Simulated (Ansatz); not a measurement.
# C2H8O2SSn: up Jacob's ladder to CCSD(T)

An exercise on one series of results from a longer session: the logs are not shown, and one member is left open.

The runs use Ansatz 0.2.0, Gaussian basis; functionals in def2-TZVPP, the program's frozen cores in correlated methods.

The runs, in order: PBE-D4, r2SCAN-D4, PBE0-D4, B3LYP-D4, ωB97X-V, ωB97M-V, B2PLYP; CCSD(T)/def2-TZVPP; MP2/def2-QZVPP; extrapolation to the limit.

## The relaxed structure

All runs share one geometry, relaxed beforehand with PBE0-D4 in a triple-zeta def2 set. Sn takes the def2 core potential; no spin-orbit term is included.

SMILES `C[O][SnH]([SH])[O]C`, 14 atoms, charge 0, spin multiplicity 1.

Atoms are counted from 1 here; the program's logs count them from 0.

Bond lengths: C1–O2 1.409 Å, C1–H7 1.098 Å, C1–H8 1.097 Å, C1–H9 1.094 Å, O2–Sn3 1.959 Å, Sn3–S4 2.379 Å, Sn3–O5 1.956 Å, Sn3–H10 1.698 Å, S4–H11 1.346 Å, O5–C6 1.409 Å, C6–H12 1.093 Å, C6–H13 1.097 Å, C6–H14 1.097 Å. Angles: O2–C1–H7 112.3°, O2–C1–H8 112.5°, O2–C1–H9 108.0°, H7–C1–H8 108.1°, H7–C1–H9 107.8°, H8–C1–H9 108.0°, C1–O2–Sn3 119.8°, O2–Sn3–S4 101.3°, O2–Sn3–O5 106.5°, O2–Sn3–H10 114.5°, S4–Sn3–O5 111.9°, S4–Sn3–H10 117.4°, O5–Sn3–H10 104.9°, Sn3–S4–H11 89.8°, Sn3–O5–C6 120.2°, O5–C6–H12 108.0°, O5–C6–H13 112.4°, O5–C6–H14 112.1° and more.

Geometry (Å):

| atom | x (Å) | y (Å) | z (Å) |
| --- | --- | --- | --- |
| C1 | 0.7720 | -1.4302 | -1.5124 |
| O2 | 0.5128 | -0.0466 | -1.4525 |
| Sn3 | 0.9334 | 0.9524 | 0.1795 |
| S4 | -0.1037 | 3.0448 | -0.2731 |
| O5 | 0.0572 | 0.0088 | 1.6516 |
| C6 | -1.3462 | -0.1085 | 1.6820 |
| H7 | 1.8469 | -1.6539 | -1.4846 |
| H8 | 0.2877 | -1.9838 | -0.6983 |
| H9 | 0.3771 | -1.8073 | -2.4598 |
| H10 | 2.5810 | 0.9679 | 0.5895 |
| H11 | -0.7181 | 2.5039 | -1.3410 |
| H12 | -1.6270 | -0.5657 | 2.6346 |
| H13 | -1.8482 | 0.8648 | 1.6113 |
| H14 | -1.7250 | -0.7465 | 0.8733 |

Set-up of the first run:

Input file in.yaml:

```yaml
crystal:
  periodic: [false, false, false]
  atoms:
    - {symbol: C, position_ang: [0.772043, -1.430229, -1.512419]}
    - {symbol: O, position_ang: [0.512773, -0.046650, -1.452456]}
    - {symbol: Sn, position_ang: [0.933365, 0.952375, 0.179533]}
    - {symbol: S, position_ang: [-0.103655, 3.044772, -0.273090]}
    - {symbol: O, position_ang: [0.057239, 0.008758, 1.651559]}
    - {symbol: C, position_ang: [-1.346214, -0.108463, 1.681952]}
    - {symbol: H, position_ang: [1.846893, -1.653878, -1.484608]}
    - {symbol: H, position_ang: [0.287675, -1.983792, -0.698316]}
    - {symbol: H, position_ang: [0.377083, -1.807290, -2.459846]}
    - {symbol: H, position_ang: [2.581016, 0.967862, 0.589527]}
    - {symbol: H, position_ang: [-0.718133, 2.503896, -1.341022]}
    - {symbol: H, position_ang: [-1.626991, -0.565653, 2.634634]}
    - {symbol: H, position_ang: [-1.848170, 0.864757, 1.611274]}
    - {symbol: H, position_ang: [-1.724952, -0.746464, 0.873258]}
basis:
  gaussian: {orbitals: def2-TZVPP}
hamiltonian: {xc: pbe, dispersion: d4}
output: {forces: true, orbitals: {seedname: orbitals}}
```

Started as:

```sh
$ ansatz run in.yaml --threads 2 --pin off --events-out ev --progress --plain --max-ram 32768MiB --backend cuda --devices 0, --max-vram 18GiB
```

Among the steps run: PBE-D4 (GGA); r2SCAN-D4 (meta-GGA); PBE0-D4 (hybrid); B3LYP-D4 (hybrid); ωB97X-V (range-separated); ωB97M-V (range-separated); B2PLYP (double hybrid); CCSD(T) in def2-TZVPP; MP2 in def2-QZVPP.

One of the session's tables, all rows but one given; the rest of the session is left out.

| method | atomisation energy (eV) |
| --- | --- |
| PBE-D4 | 50.955 |
| r2SCAN-D4 | 50.133 |
| PBE0-D4 | 49.833 |
| B3LYP-D4 | 49.869 |
| ωB97X-V | ? |
| ωB97M-V | 50.148 |
| B2PLYP | 49.324 |
| HF/def2-TZVPP | 34.892 |
| MP2/def2-TZVPP | 49.453 |
| CCSD/def2-TZVPP | 47.962 |
| CCSD(T)/def2-TZVPP | 48.828 |
| MP2/CBS | 51.014 |
| CCSD(T)/CBS | 50.388 |

Q: Estimate the row for ωB97X-V from the others.

The run gave: atomisation energy (eV): 50.308. In the column «atomisation energy (eV)» it lies between ωB97M-V (50.148) and CCSD(T)/CBS (50.388).

Caveats from the session: Free atoms (2 C, 2 O, 1 Sn, 1 S, 8 H) were run apart at each level; the atomisation energy is their sum less the molecule, without zero-point or spin-orbit terms.
